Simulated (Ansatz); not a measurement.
**CH7ClOSSi2: a ladder of functionals and wavefunction methods**

The task here is to estimate one member of a computed series from the others.

The runs use Ansatz 0.2.0, Gaussian basis; functionals in def2-TZVPP, the program's frozen cores in correlated methods.

The runs, in order: PBE-D4, r2SCAN-D4, PBE0-D4, B3LYP-D4, ωB97X-V, ωB97M-V, B2PLYP; CCSD(T)/def2-TZVPP; MP2/def2-QZVPP; extrapolation to the limit.

## The geometry

The geometry comes from an earlier relaxation with PBE0-D4 in a triple-zeta def2 set; it is a stationary point, not always the lowest conformer.

13 atoms, charge 0, spin multiplicity 1.

Atoms are counted from 1 here; the program's logs count them from 0.

Bond lengths: C1–O2 1.412 Å, C1–H7 1.093 Å, C1–H8 1.095 Å, C1–H9 1.092 Å, O2–Si3 1.630 Å, Si3–S4 2.148 Å, Si3–H10 1.479 Å, Si3–H11 1.484 Å, S4–Si5 2.115 Å, Si5–Cl6 2.060 Å, Si5–H12 1.478 Å, Si5–H13 1.478 Å. Angles: O2–C1–H7 109.8°, O2–C1–H8 111.9°, O2–C1–H9 108.8°, H7–C1–H8 108.5°, H7–C1–H9 108.9°, H8–C1–H9 108.9°, C1–O2–Si3 126.8°, O2–Si3–S4 112.7°, O2–Si3–H10 109.7°, O2–Si3–H11 109.1°, S4–Si3–H10 103.5°, S4–Si3–H11 109.9°, H10–Si3–H11 111.9°, Si3–S4–Si5 99.6°, S4–Si5–Cl6 112.2°, S4–Si5–H12 112.0°, S4–Si5–H13 106.8°, Cl6–Si5–H12 106.1° and more.

Set-up of the first run:

File in.yaml:

```yaml
crystal:
  periodic: [false, false, false]
  atoms:
    - {symbol: C, position_ang: [-1.200124, 0.413286, -1.417676]}
    - {symbol: O, position_ang: [-0.615422, -0.804744, -1.008957]}
    - {symbol: Si, position_ang: [-0.589682, -1.417361, 0.501573]}
    - {symbol: S, position_ang: [1.358124, -1.319576, 1.401204]}
    - {symbol: Si, position_ang: [1.890402, 0.657895, 0.873593]}
    - {symbol: Cl, position_ang: [0.493006, 2.034122, 1.503222]}
    - {symbol: H, position_ang: [-0.418697, 1.120395, -1.706795]}
    - {symbol: H, position_ang: [-1.801260, 0.864781, -0.621975]}
    - {symbol: H, position_ang: [-1.841367, 0.223092, -2.280804]}
    - {symbol: H, position_ang: [-0.877738, -2.867647, 0.456007]}
    - {symbol: H, position_ang: [-1.570833, -0.683198, 1.338931]}
    - {symbol: H, position_ang: [2.002983, 0.827965, -0.590646]}
    - {symbol: H, position_ang: [3.170619, 0.950989, 1.552340]}
basis:
  gaussian: {orbitals: def2-TZVPP}
hamiltonian: {xc: pbe, dispersion: d4}
output: {forces: true, orbitals: {seedname: orbitals}}
```

Started as:

```bash
$ ansatz run in.yaml --threads 2 --pin off --events-out ev --progress --plain --max-ram 32768MiB --backend cuda --devices 0, --max-vram 18GiB
```

Among the steps run: PBE-D4 (GGA); r2SCAN-D4 (meta-GGA); PBE0-D4 (hybrid); B3LYP-D4 (hybrid); ωB97X-V (range-separated); ωB97M-V (range-separated); B2PLYP (double hybrid); CCSD(T) in def2-TZVPP; MP2 in def2-QZVPP.

One of the session's tables, all rows but one given; the rest of the session is left out.

| method | atomisation energy (kJ/mol) |
| --- | --- |
| PBE-D4 | 4505.4 |
| r2SCAN-D4 | 4493.3 |
| PBE0-D4 | 4456.8 |
| B3LYP-D4 | 4458.8 |
| ωB97X-V | 4511.4 |
| ωB97M-V | 4501.8 |
| B2PLYP | 4404.6 |
| HF/def2-TZVPP | 3306.0 |
| MP2/def2-TZVPP | 4422.0 |
| CCSD/def2-TZVPP | ? |
| CCSD(T)/def2-TZVPP | 4355.9 |
| MP2/CBS | 4557.2 |
| CCSD(T)/CBS | 4491.0 |

Q: Estimate the row for CCSD/def2-TZVPP from the others.

**Answer.** atomisation energy (kJ/mol): 4291.4. In the column «atomisation energy (kJ/mol)» it lies between HF/def2-TZVPP (3306.0) and CCSD(T)/def2-TZVPP (4355.9).
